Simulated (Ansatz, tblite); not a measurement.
**Al4Sb4 zinc blende hole disc (Al4Sb4H16): rung by rung**

Aim: run the singlet of Al4Sb4 zinc blende hole disc (Al4Sb4H16) at one geometry on many levels, and compare frontier levels, spin and run time.

Program: Ansatz 0.2.0, Gaussian basis. Level of theory: as each input shows. These are calculated values, not measurements.

Plan: GFN1-xTB, GFN2-xTB, PBE-D4/def2-TZVP, r2SCAN-D4/def2-TZVP, revPBE-D4/def2-TZVP, r2SCAN0-D4/def2-TZVP, PBE-D4/def2-SVP, PBE0-D4/def2-SVP, MP2/def2-SVP.

5 further runs of the same task are left out: 3 that didn't finish, 2 set aside as unsound or not needed.

**1. The geometry**

The geometry is that of the singlet, from an earlier relaxation (PBE-D4/def2-SVP).

24 atoms, charge 0, spin multiplicity 1.

Bond lengths: Al1–Sb5 2.730 Å, Al1–Sb7 2.730 Å, Al1–H9 1.601 Å, Al1–H10 1.601 Å, Al2–Sb6 2.730 Å, Al2–Sb8 2.730 Å, Al2–H11 1.601 Å, Al2–H12 1.601 Å, Al3–Sb5 2.730 Å, Al3–Sb6 2.730 Å, Al3–H13 1.601 Å, Al3–H14 1.601 Å, Al4–Sb7 2.730 Å, Al4–Sb8 2.730 Å, Al4–H15 1.601 Å, Al4–H16 1.601 Å, Sb5–H17 1.716 Å, Sb5–H18 1.716 Å and more. Angles: Sb5–Al1–Sb7 98.8°, Sb5–Al1–H9 108.6°, Sb5–Al1–H10 106.3°, Sb7–Al1–H9 108.5°, Sb7–Al1–H10 106.2°, H9–Al1–H10 125.3°, Sb6–Al2–Sb8 98.8°, Sb6–Al2–H11 108.6°, Sb6–Al2–H12 106.3°, Sb8–Al2–H11 108.5°, Sb8–Al2–H12 106.2°, H11–Al2–H12 125.3°, Sb5–Al3–Sb6 98.8°, Sb5–Al3–H13 108.4°, Sb5–Al3–H14 106.2°, Sb6–Al3–H13 108.6°, Sb6–Al3–H14 106.3°, H13–Al3–H14 125.3° and more.

Sb takes a core potential in the def2 sets. No spin-orbit coupling is included.

PBE0-D4/def2-TZVP was run before; its log isn't repeated, and its numbers join the tables.

**2. GFN1-xTB**

Tight binding, by tblite at 300 K electronic temperature and without a spin-polarisation term:

```python
tblite.interface.Calculator('GFN1-xTB', numbers, positions, charge=0, uhf=0).singlepoint()
```

Energy -649.9893 eV, HOMO -10.45 eV, LUMO -6.80 eV; 0.032 s.

**3. GFN2-xTB**

Tight binding, by tblite at 300 K electronic temperature and without a spin-polarisation term:

```python
tblite.interface.Calculator('GFN2-xTB', numbers, positions, charge=0, uhf=0).singlepoint()
```

Energy -578.2157 eV, HOMO -9.69 eV, LUMO -7.00 eV; 0.026 s.

**4. PBE-D4/def2-TZVP**

start.molden holds the orbitals of an earlier run on this state, given as this run's starting guess.

Input file in.yaml:

```yaml
crystal:
  periodic: [false, false, false]
  atoms:
    - {symbol: Al, position_ang: [-1.822372, 1.811370, -1.706302]}
    - {symbol: Al, position_ang: [1.822383, -1.816310, -1.706219]}
    - {symbol: Al, position_ang: [-1.815967, -1.824280, 1.705807]}
    - {symbol: Al, position_ang: [1.811565, 1.820581, 1.703692]}
    - {symbol: Sb, position_ang: [-2.931125, -0.005767, 0.002684]}
    - {symbol: Sb, position_ang: [0.005213, -2.930454, -0.000640]}
    - {symbol: Sb, position_ang: [-0.006456, 2.930641, -0.003097]}
    - {symbol: Sb, position_ang: [2.929560, 0.006917, -0.003049]}
    - {symbol: H, position_ang: [-2.926168, 2.913333, -2.067897]}
    - {symbol: H, position_ang: [-0.974122, 0.967123, -2.770142]}
    - {symbol: H, position_ang: [2.929636, -2.917103, -2.061699]}
    - {symbol: H, position_ang: [0.978284, -0.974003, -2.774684]}
    - {symbol: H, position_ang: [-2.919507, -2.928904, 2.060498]}
    - {symbol: H, position_ang: [-0.976045, -0.978305, 2.774720]}
    - {symbol: H, position_ang: [0.964455, 0.974695, 2.767234]}
    - {symbol: H, position_ang: [2.910708, 2.927136, 2.065657]}
    - {symbol: H, position_ang: [-4.084198, -0.861826, -0.936783]}
    - {symbol: H, position_ang: [-4.084048, 0.848246, 0.944017]}
    - {symbol: H, position_ang: [-0.847293, -4.084062, -0.942533]}
    - {symbol: H, position_ang: [0.861360, -4.082797, 0.939441]}
    - {symbol: H, position_ang: [0.847267, 4.082880, -0.945380]}
    - {symbol: H, position_ang: [-0.862781, 4.084000, 0.935553]}
    - {symbol: H, position_ang: [4.077918, 0.865991, -0.945217]}
    - {symbol: H, position_ang: [4.086833, -0.843002, 0.936637]}
basis:
  gaussian: {orbitals: def2-TZVP, initial_orbitals: start.molden}
hamiltonian: {xc: pbe, dispersion: d4}
scf: {omitted_lower_state_checks: [starts]}
output: {orbitals: {seedname: orbitals}}
```

Run with:

```sh
$ ansatz run in.yaml --threads 4 --pin off --events-out ev --progress --plain --max-ram 6963MiB
```

Log:

```text
Functional definition: PBE
  name "PBE"
  cite "Perdew, Burke & Ernzerhof, Phys. Rev. Lett. 77, 3865 (1996) doi:10.1103/PhysRevLett.77.3865"
  parent pbe
  parameter kappa = 0.804
  parameter beta = 0.06672455060314922
  exchange = pbe_x(kappa = kappa, mu = beta*pi^2/3)
  correlation = pbe_c(beta = beta)
these checks for a lower state are left out or cut short: starts
3272 factors; their error is unknown
mean field evaluation 1: about -52784.2823 eV, gradient 1.5e1 eV
mean field evaluation 2: about -52784.5584 eV, gradient 3.6e-1 eV
mean field evaluation 4: about -52784.5296 eV, gradient 1.3e-3 eV
mean field -52784.52959371 eV, -1939.7956839295 hartree, gradient 2.4e-5 eV, S^2 0.000000; 0 other end points of the search recorded, 0 dependent functions left out
reference -52784.52968906 eV, -1939.7956874338 hartree; 80, 80 occupied and 364, 364 virtual orbitals, 3272 factors
Total energy: -52785.55060870 eV, -1939.8332055385 hartree
Checks for a lower state left out: starts
```

Run time: 20 s. Hardware: 4 threads of Arm Neoverse V1, shared host; peak memory 1.4 GiB.

From the report: HOMO -6.53 eV, LUMO -2.29 eV.

**5. r2SCAN-D4/def2-TZVP**

in.yaml, as its differences from that of step 4:

```diff
@@ -29,3 +29,3 @@
   gaussian: {orbitals: def2-TZVP, initial_orbitals: start.molden}
-hamiltonian: {xc: pbe, dispersion: d4}
+hamiltonian: {xc: r2scan, dispersion: d4}
 scf: {omitted_lower_state_checks: [starts]}
```

Launched as before.

Log:

```text
Functional definition: r2SCAN
  name "r2SCAN"
  cite "Furness, Kaplan, Ning, Perdew & Sun, J. Phys. Chem. Lett. 11, 8208 (2020) doi:10.1021/acs.jpclett.0c02405"
  cite "Furness, Kaplan, Ning, Perdew & Sun, J. Phys. Chem. Lett. 11, 9248 (2020) doi:10.1021/acs.jpclett.0c03077"
  parent r2scan
  parameter k0 = 0.174
  parameter k1 = 0.065
  parameter a1 = 4.9479
  exchange = r2scan_x(k0 = k0, k1 = k1, a1 = a1)
  correlation = r2scan_c
these checks for a lower state are left out or cut short: starts
3272 factors; their error is unknown
mean field evaluation 1: about -52808.1239 eV, gradient 1.1e1 eV
mean field evaluation 2: about -52808.2410 eV, gradient 1.5e-1 eV
mean field evaluation 4: about -52808.2098 eV, gradient 3.7e-4 eV
mean field -52808.20977420 eV, -1940.6659145117 hartree, gradient 2.4e-5 eV, S^2 0.000000; 0 other end points of the search recorded, 0 dependent functions left out
reference -52808.20980422 eV, -1940.6659156148 hartree; 80, 80 occupied and 364, 364 virtual orbitals, 3272 factors
Total energy: -52808.48945709 eV, -1940.6761926682 hartree
Checks for a lower state left out: starts
```

Wall time 37 s (4 threads of Arm Neoverse V1, shared host); peak memory 1.5 GiB.

From the report: HOMO -6.78 eV, LUMO -2.21 eV.

**6. revPBE-D4/def2-TZVP**

in.yaml, as its differences from that of step 5:

```diff
@@ -29,3 +29,3 @@
   gaussian: {orbitals: def2-TZVP, initial_orbitals: start.molden}
-hamiltonian: {xc: r2scan, dispersion: d4}
+hamiltonian: {xc: {name: revPBE}, dispersion: d4}
 scf: {omitted_lower_state_checks: [starts]}
```

Launched as before.

Log:

```text
Functional definition: revPBE
  name "revPBE"
  cite "Zhang & Yang, Phys. Rev. Lett. 80, 890 (1998) doi:10.1103/PhysRevLett.80.890"
  cite "Perdew, Burke & Ernzerhof, Phys. Rev. Lett. 77, 3865 (1996) doi:10.1103/PhysRevLett.77.3865"
  parameter kappa = 1.245
  parameter beta = 0.06672455060314922
  exchange = pbe_x(kappa = kappa, mu = beta*pi^2/3)
  correlation = pbe_c(beta = beta)
these checks for a lower state are left out or cut short: starts
3272 factors; their error is unknown
mean field evaluation 1: about -52799.8650 eV, gradient 1.4e1 eV
mean field evaluation 2: about -52800.0776 eV, gradient 2.6e-1 eV
mean field evaluation 4: about -52800.0480 eV, gradient 9.1e-4 eV
mean field -52800.04800499 eV, -1940.3659750253 hartree, gradient 1.7e-5 eV, S^2 0.000000; 0 other end points of the search recorded, 0 dependent functions left out
reference -52800.04812362 eV, -1940.3659793850 hartree; 80, 80 occupied and 364, 364 virtual orbitals, 3272 factors
Total energy: -52802.08128069 eV, -1940.4406965292 hartree
Checks for a lower state left out: starts
```

Run time: 20 s. Hardware: 4 threads of Arm Neoverse V1, shared host; peak memory 1.4 GiB.

Report: HOMO -6.49 eV, LUMO -2.22 eV.

**7. r2SCAN0-D4/def2-TZVP**

in.yaml, as its differences from that of step 6:

```diff
@@ -29,3 +29,3 @@
   gaussian: {orbitals: def2-TZVP, initial_orbitals: start.molden}
-hamiltonian: {xc: {name: revPBE}, dispersion: d4}
+hamiltonian: {xc: {name: r2SCAN0}, dispersion: d4}
 scf: {omitted_lower_state_checks: [starts]}
```

The command is unchanged.

Log, shortened:

```text
Functional definition: r2SCAN0
  name "r2SCAN0"
  cite "Bursch, Neugebauer, Ehlert & Grimme, J. Chem. Phys. 156, 134105 (2022) doi:10.1063/5.0086040"
  cite "Furness, Kaplan, Ning, Perdew & Sun, J. Phys. Chem. Lett. 11, 8208 (2020) doi:10.1021/acs.jpclett.0c02405"
  cite "Furness, Kaplan, Ning, Perdew & Sun, J. Phys. Chem. Lett. 11, 9248 (2020) doi:10.1021/acs.jpclett.0c03077"
  parent r2scan
[...]
3584 factors; their error is unknown
the host lacks memory for fits, so the integrals are decomposed
3564 factors; integrals over basis functions are off by at most 8.1e-4 eV
[...]
mean field -52804.53353645 eV, -1940.5308152663 hartree, gradient 2.7e-5 eV, S^2 0.000000; 0 other end points of the search recorded, 0 dependent functions left out
reference -52804.53356053 eV, -1940.5308161512 hartree; 80, 80 occupied and 364, 364 virtual orbitals, 3564 factors
Total energy: -52804.88562831 eV, -1940.5437544035 hartree
Checks for a lower state left out: starts
```

Wall time 62 s (4 threads of Arm Neoverse V1, shared host); peak memory 3.2 GiB.

From the report: HOMO -7.66 eV, LUMO -1.57 eV.

**8. PBE-D4/def2-SVP**

in.yaml, as its differences from that of step 7:

```diff
@@ -28,4 +28,4 @@
 basis:
-  gaussian: {orbitals: def2-TZVP, initial_orbitals: start.molden}
-hamiltonian: {xc: {name: r2SCAN0}, dispersion: d4}
+  gaussian: {orbitals: def2-SVP, initial_orbitals: start.molden}
+hamiltonian: {xc: pbe, dispersion: d4}
 scf: {omitted_lower_state_checks: [starts]}
```

Same command.

Log:

```text
Functional definition: PBE
  name "PBE"
  cite "Perdew, Burke & Ernzerhof, Phys. Rev. Lett. 77, 3865 (1996) doi:10.1103/PhysRevLett.77.3865"
  parent pbe
  parameter kappa = 0.804
  parameter beta = 0.06672455060314922
  exchange = pbe_x(kappa = kappa, mu = beta*pi^2/3)
  correlation = pbe_c(beta = beta)
these checks for a lower state are left out or cut short: starts
2964 factors; their error is unknown
mean field evaluation 1: about -52773.7018 eV, gradient 3.7e1 eV
mean field evaluation 2: about -52774.1572 eV, gradient 8.4e-1 eV
mean field evaluation 4: about -52774.0908 eV, gradient 1.5e-1 eV
mean field evaluation 8: about -52774.0909 eV, gradient 1.4e-5 eV
mean field -52774.09093246 eV, -1939.4120702044 hartree, gradient 1.4e-5 eV, S^2 0.000000; 0 other end points of the search recorded, 0 dependent functions left out
reference -52774.09101503 eV, -1939.4120732387 hartree; 80, 80 occupied and 176, 176 virtual orbitals, 2964 factors
Total energy: -52775.11193467 eV, -1939.4495913433 hartree
Checks for a lower state left out: starts
```

Run time: 10 s. Hardware: 4 threads of Arm Neoverse V1, shared host.

Report: HOMO -6.52 eV, LUMO -2.21 eV.

**9. PBE0-D4/def2-SVP**

in.yaml, as its differences from that of step 8:

```diff
@@ -29,3 +29,3 @@
   gaussian: {orbitals: def2-SVP, initial_orbitals: start.molden}
-hamiltonian: {xc: pbe, dispersion: d4}
+hamiltonian: {xc: pbe0, dispersion: d4}
 scf: {omitted_lower_state_checks: [starts]}
```

Launched as before.

Log:

```text
Functional definition: PBE0
  name "PBE0"
  cite "Adamo & Barone, J. Chem. Phys. 110, 6158 (1999) doi:10.1063/1.478522"
  cite "Perdew, Burke & Ernzerhof, Phys. Rev. Lett. 77, 3865 (1996) doi:10.1103/PhysRevLett.77.3865"
  parent pbe
  parameter a = 0.25
  parameter kappa = 0.804
  parameter beta = 0.06672455060314922
  exchange = (1 - a)*pbe_x(kappa = kappa, mu = beta*pi^2/3) + a*exact_x
  correlation = pbe_c(beta = beta)
these checks for a lower state are left out or cut short: starts
2792 factors; integrals over basis functions are off by at most 1.1e-3 eV
mean field evaluation 1: about -52778.4643 eV, gradient 3.5e1 eV
mean field evaluation 2: about -52778.6829 eV, gradient 3.5e-1 eV
mean field evaluation 4: about -52778.8602 eV, gradient 1.5e-3 eV
mean field -52778.86018411 eV, -1939.5873369697 hartree, gradient 2.0e-5 eV, S^2 0.000000; 0 other end points of the search recorded, 0 dependent functions left out
reference -52778.86024570 eV, -1939.5873392333 hartree; 80, 80 occupied and 176, 176 virtual orbitals, 2792 factors
Total energy: -52779.78500991 eV, -1939.6213236909 hartree
Checks for a lower state left out: starts
```

Wall time 16 s (4 threads of Arm Neoverse V1, shared host); peak memory 1.2 GiB.

From the report: HOMO -7.52 eV, LUMO -1.55 eV.

**10. MP2/def2-SVP**

in.yaml, as its differences from that of step 9:

```diff
@@ -29,3 +29,3 @@
   gaussian: {orbitals: def2-SVP, initial_orbitals: start.molden}
-hamiltonian: {xc: pbe0, dispersion: d4}
+correlation: {method: mp2}
 scf: {omitted_lower_state_checks: [starts]}
```

Same command.

Log:

```text
Functional definition: HF
  name "HF"
  cite "Fock, Z. Phys. 61, 126 (1930) doi:10.1007/BF01340294"
  parent pbe
  exchange = exact_x
  correlation = 0
these checks for a lower state are left out or cut short: starts
2792 factors; integrals over basis functions are off by at most 1.1e-3 eV
mean field evaluation 1: about -52617.0980 eV, gradient 4.1e1 eV
mean field evaluation 2: about -52618.7589 eV, gradient 2.0e0 eV
mean field evaluation 4: about -52618.8047 eV, gradient 3.4e-1 eV
mean field evaluation 8: about -52618.8049 eV, gradient 1.7e-5 eV
mean field -52618.80486899 eV, -1933.7054126286 hartree, gradient 1.5e-6 eV, S^2 0.000000; 0 other end points of the search recorded, 0 dependent functions left out
36 core orbitals not correlated: weight in the atoms' cores, before any rotation towards them, 1.000 or more for the frozen orbitals, at most 0.000 for the correlated occupied ones
reference -52618.80486899 eV, -1933.7054126286 hartree; 44, 44 occupied and 176, 176 virtual orbitals, 2792 factors
second order -21.78627212 eV of doubles, -0.00000000 eV of singles
Total energy: -52640.59114112 eV, -1934.5060433618 hartree
Checks for a lower state left out: starts
```

It took 19 s on 4 threads of Arm Neoverse V1, shared host; peak memory 1.2 GiB.

Report: Hartree-Fock HOMO -9.64 eV, LUMO 1.24 eV.

**11. Comparison**

| level | functions | HOMO (eV) | LUMO (eV) | gap (eV) | time |
| --- | --- | --- | --- | --- | --- |
| PBE-D4/def2-SVP | 256 | -6.52 | -2.21 | 4.31 | 10 s |
| PBE-D4/def2-TZVP | 444 | -6.53 | -2.29 | 4.24 | 20 s |
| revPBE-D4/def2-TZVP | 444 | -6.49 | -2.22 | 4.27 | 20 s |
| r2SCAN-D4/def2-TZVP | 444 | -6.78 | -2.21 | 4.57 | 37 s |
| PBE0-D4/def2-SVP | 256 | -7.52 | -1.55 | 5.97 | 16 s |
| PBE0-D4/def2-TZVP | 444 | -7.50 | -1.60 | 5.90 | 82 s |
| r2SCAN0-D4/def2-TZVP | 444 | -7.66 | -1.57 | 6.09 | 62 s |

The pieces so far (eV):

| basis | HF | MP2 correlation | total |
| --- | --- | --- | --- |
| def2-SVP | -52618.8049 | -21.7863 | -52640.5911 (MP2) |

**12. Binding energy**

Free atoms were run apart at each level; binding is atoms less cluster, divided by the number of atoms, without zero-point or spin-orbit terms.

| level | binding an atom (eV) |
| --- | --- |
| HF/def2-SVP | 1.662 |
| PBE-D4/def2-SVP | 2.379 |
| PBE-D4/def2-TZVP | 2.380 |
| revPBE-D4/def2-TZVP | 2.338 |
| r2SCAN-D4/def2-TZVP | 2.397 |
| PBE0-D4/def2-SVP | 2.365 |
| PBE0-D4/def2-TZVP | 2.371 |
| r2SCAN0-D4/def2-TZVP | 2.379 |
| MP2/def2-SVP | 2.142 |

**13. Outcome**

| quantity | value |
| --- | --- |
| gap in def2-TZVP, named functionals, smallest and largest | 4.24 eV (PBE-D4), 6.09 eV (r2SCAN0-D4) |
| correlation energy, MP2/def2-SVP | -21.79 eV |
| binding an atom, functionals in def2-TZVP | 2.34 (revPBE-D4) to 2.40 eV (r2SCAN-D4) |
| PBE0 total energy, smallest basis above largest | 10.15 eV (def2-SVP, def2-TZVP) |

What this shows: Over the named functionals in def2-TZVP the gap runs from 4.24 eV (PBE-D4) to 6.09 eV (r2SCAN0-D4); exact exchange widens it.

The slowest run with a step of its own, r2SCAN0-D4/def2-TZVP, took 62 s; the quickest functional in def2-TZVP took 20 s (shared host).
